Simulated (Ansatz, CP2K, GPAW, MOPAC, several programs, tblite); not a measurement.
## Many methods on one cell: Si3Sn (ordering on diamond)

Si3Sn as one 4-atom ordering (P-4m2) on the diamond lattice, relaxed with r2SCAN in Ansatz, was computed with several methods. It is tetragonal, P-4m2 (No. 115); a = 4.038 Å, c = 5.749 Å in the conventional setting, 23.43 Å³ an atom. Si has 2 Si at 2.40 Å and 2 Sn at 2.56 Å; Si has 4 Si at 2.40 Å; Sn has 4 Si at 2.56 Å. The structure was generated, not taken from experiment, and needn't be the ground state; spin polarisation is off.

```cif
data_structure
_symmetry_space_group_name_H-M 'P-4m2'
_symmetry_Int_Tables_number 115
_cell_length_a 4.0376
_cell_length_b 4.0376
_cell_length_c 5.7486
_cell_angle_alpha 90.000
_cell_angle_beta 90.000
_cell_angle_gamma 90.000
_cell_volume 93.72
loop_
_atom_site_label
_atom_site_type_symbol
_atom_site_symmetry_multiplicity
_atom_site_Wyckoff_symbol
_atom_site_fract_x
_atom_site_fract_y
_atom_site_fract_z
_atom_site_occupancy
Si1 Si 2 g 0.50000 0.00000 0.77460 1
Si2 Si 1 b 0.50000 0.50000 0.00000 1
Sn1 Sn 1 d 0.00000 0.00000 0.50000 1
```

Gaps and times are for a single point on this cell; volume and bulk modulus come from each method's own relaxation or energy curve at fixed shape, which is too stiff where a cell has free coordinates or axes. Times are rough, from shared hosts (Arm Neoverse V2), and each method has its own mesh and cell size. A double dagger marks a value from a curve with shape and coordinates held. PM6 (MOPAC), PM7 (MOPAC), GFN1-xTB (tblite), GFN2-xTB (tblite) treat a cluster of cells at its zone centre, which samples few k points: where these miss a band edge, the gap comes out too large for that reason alone. Gaps from k meshes are read at a limited set of points (mesh, symmetry points, PBE's band edges), so each method's own least gap may be somewhat smaller. xTB and the PM methods were fitted mostly to molecules, and can miss a solid's gap by electronvolts. Minimal bases can be far off for gaps. GLLB-SC's gap includes the derivative discontinuity. d marks a direct gap, i an indirect one (no mark: not told apart), a dash a value that wasn't computed or didn't pass its checks.

```
                              method              kind  gap (eV)  own volume (Å³/atom)  bulk modulus (GPa)  atoms computed  processor time
light PBE (260 eV and a coarse mesh)  light plane-wave    0.25 i                     –                   –               4          0.88 s
                   GFN1-xTB (tblite)     tight binding      0.37                24.32‡                 79‡              72           3.2 s
                      PBE/SZV (CP2K)       small basis    1.81 i                24.69‡                 72‡               4           4.9 s
                                 PBE         semilocal    0.23 i                 23.89                 70‡               4           5.6 s
              PBE/single zeta (GPAW)       small basis    0.81 i                     –                   –               4           7.6 s
                   GFN2-xTB (tblite)     tight binding      1.20                22.00‡                 95‡              72           8.9 s
                         PM7 (MOPAC)    semi-empirical      6.64                     –                   –              72           8.9 s
                     PBE/DZVP (CP2K)       small basis    0.27 i                23.96‡                 70‡               4            11 s
                              r2SCAN         semilocal    0.40 i                 23.43                 79‡               4            13 s
                      GLLB-SC (GPAW)   model potential      0.45                     –                   –               4            15 s
                         PM6 (MOPAC)    semi-empirical      3.46                     –                   –              72            95 s
```

Against r2SCAN (0.40 eV) and with closed or daggered gaps left aside, the nearest gap at the points sampled is that of GFN1-xTB (tblite) (-0.03 eV) and the farthest that of PM7 (MOPAC) (+6.24 eV). r2SCAN is only a yardstick of convenience: semilocal gaps usually lie below measured ones, which GLLB-SC and hybrids aim to mend.

Volumes against r2SCAN's: PBE +2.0 %.

No spin-orbit coupling is included; it can move band edges with weight on the heavy atoms by tenths of an eV.
